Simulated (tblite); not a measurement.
# C8H12AlN: the cost of one run

The runs use tblite 0.8.0 and PySCF 2.14.0, with density-fitted response routines of our own; the level of theory stands in each step. All values are computed, except where a source is named. Atoms count from 0, in the outputs and in this text.

## (1) The molecule as given

22 atoms, charge 0, multiplicity 1; geometry from: force field or distance geometry start.

Bonds of the start (Å): C0–C1 1.32, C1–C2 1.47, C1–C3 1.46, C3–C4 1.39, C4–C5 1.36, C5–C6 1.37, C6–N7 1.34, N7–Al8 1.92, N7–C9 1.35, C9–C3 1.38, C0–H10 1.09, C0–H11 1.09, C2–H12 1.14, C2–H13 1.11, C2–H14 1.10, C4–H15 1.08, C5–H16 1.10, C6–H17 1.09, Al8–H18 1.59, Al8–H19 1.60, Al8–H20 1.59, C9–H21 1.08.

## (2) Optimising the geometry with GFN2-xTB

Job settings and geometry (Å):

```
{"job": {"kind": "relax", "xc": "GFN2-xTB", "basis": "xTB"}, "charge": 0, "multiplicity": 1}
C     -3.102900    -0.395600     0.329500
C     -1.990900    -0.024500    -0.275500
C     -2.068300     0.586700    -1.611200
C     -0.668800    -0.191600     0.311300
C     -0.439500    -0.757300     1.563800
C      0.824000    -0.889900     2.052400
C      1.899900    -0.465100     1.322700
N      1.672600     0.079400     0.122700
Al     3.184600     0.663400    -0.903300
C      0.435700     0.223100    -0.403200
H     -4.093100    -0.264800    -0.113400
H     -3.092800    -0.850500     1.314700
H     -3.171700     0.789900    -1.798000
H     -1.495600     1.539300    -1.686900
H     -1.724200    -0.182600    -2.322900
H     -1.258800    -1.102800     2.182800
H      0.993800    -1.332800     3.047700
H      2.932000    -0.545200     1.652500
H      3.832100    -0.523000    -1.738400
H      4.286500     1.132700     0.153000
H      2.678100     1.857200    -1.819900
H      0.356900     0.673300    -1.381200
```

The run is started by

```
$ OMP_NUM_THREADS=1 python probes_run.py task.json out
```

This one command runs all jobs of the session in turn.

**Question.** How long does this first job take on 1 thread of Arm Neoverse V2, shared host, and how much memory does it need?

About 1.8 s, with a peak of 0.18 GiB.
